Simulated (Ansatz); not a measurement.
# SiGeHO (doublet): from Hartree-Fock to the top rungs, cc-pVDZ

Aim: climb from Hartree-Fock through coupled cluster and multireference methods for SiGeHO (doublet) at one geometry and basis, and see what each rung misses.

Program: Ansatz 0.2.0, Gaussian basis. Level of theory: cc-pVDZ, core rule «outside noble gas», up to 20 orbitals frozen. These are calculated values, not measurements.

Plan: UHF; CCSD(T) on ROHF; CCSD(T) on UHF; BCCD(T) on ROHF; CISD as a restricted active space (open shells left free, so some higher excitations enter); CCSDT(Q) on ROHF; CCSDT(Q) on UHF; CASSCF and MRCISD+Q, 9 electrons in 9 orbitals; CASSCF and NEVPT2, 9 electrons in 9 orbitals.

23 further runs of the same task are left out: 1 for a known fault of the program, 7 that didn't finish, 15 set aside as unsound or not needed. Runs told in other sessions of the task aren't counted.

## (1) What is computed

The geometry is a PBE0/def2-TZVP stationary point (not a proven minimum). No spin-orbit coupling is included. The filled d shell of Ge may be among the frozen orbitals whatever the setting's name suggests.

4 atoms, charge 0, spin multiplicity 2.

Atoms are counted from 1 here; the program's logs count them from 0.

Bond lengths: Ge1–Si2 2.195 Å, Si2–O3 1.635 Å, O3–H4 0.962 Å. Angles: Ge1–Si2–O3 175.9°, Si2–O3–H4 118.2°.

## (2) UHF

Contents of in.yaml:

```yaml
crystal:
  periodic: [false, false, false]
  atoms:
    - {symbol: Ge, position_ang: [0.000006, -0.164187, 2.570072]}
    - {symbol: Si, position_ang: [-0.000013, -0.261137, 0.376882]}
    - {symbol: O, position_ang: [0.000021, -0.217096, -1.257726]}
    - {symbol: H, position_ang: [-0.000014, 0.642420, -1.689228]}
basis:
  gaussian: {orbitals: cc-pVDZ}
magnetization: {spin_polarized: true, initial_magnetization: 1}
hamiltonian: {xc: hf}
output: {orbitals: {seedname: orbitals}}
```

The run is started by

```console
$ ansatz run in.yaml --threads 1 --pin off --events-out ev --progress --plain --max-ram 2393MiB
```

Further steps of the session: CCSD(T) on ROHF; CCSD(T) on UHF; BCCD(T) on ROHF; CISD as a restricted active space (open shells left free, so some higher excitations enter); CCSDT(Q) on ROHF; CCSDT(Q) on UHF; CASSCF and MRCISD+Q, 9 electrons in 9 orbitals; CASSCF and NEVPT2, 9 electrons in 9 orbitals.

Q: Predict the results of all the runs planned. Wanted: UCCSDT(Q) from the RHF energy; RMP2 from UCCSDT(Q); UMP2 from UCCSDT(Q); RCCSD from UCCSDT(Q); RCCSD(T) from UCCSDT(Q); UCCSD(T) from UCCSDT(Q); RCCSDT(Q) from UCCSDT(Q); T1 diagnostic.

The runs gave:

```
                         quantity        value
    UCCSDT(Q) from the ROHF energy  -10.5507 eV
              RMP2 from UCCSDT(Q)  +1172.8 meV
              UMP2 from UCCSDT(Q)  +1185.4 meV
             RCCSD from UCCSDT(Q)   +489.8 meV
          RCCSD(T) from UCCSDT(Q)    +86.0 meV
          UCCSD(T) from UCCSDT(Q)    +86.3 meV
         RCCSDT(Q) from UCCSDT(Q)     +4.2 meV
levels within 1 kcal/mol (43 meV)    RCCSDT(Q)
                    T1 diagnostic        0.022
```

In words: RCCSD(T) lands +86.0 meV from the yardstick (0.8 % of the correlation energy). Coupled cluster took another determinant than the lowest Hartree-Fock one. These misses are within one basis, not against nature; the frozen cores of restricted and unrestricted runs differ, which can shift their rows.

With open shells the CI space here admits some higher excitations, so it is larger than plain CISD.
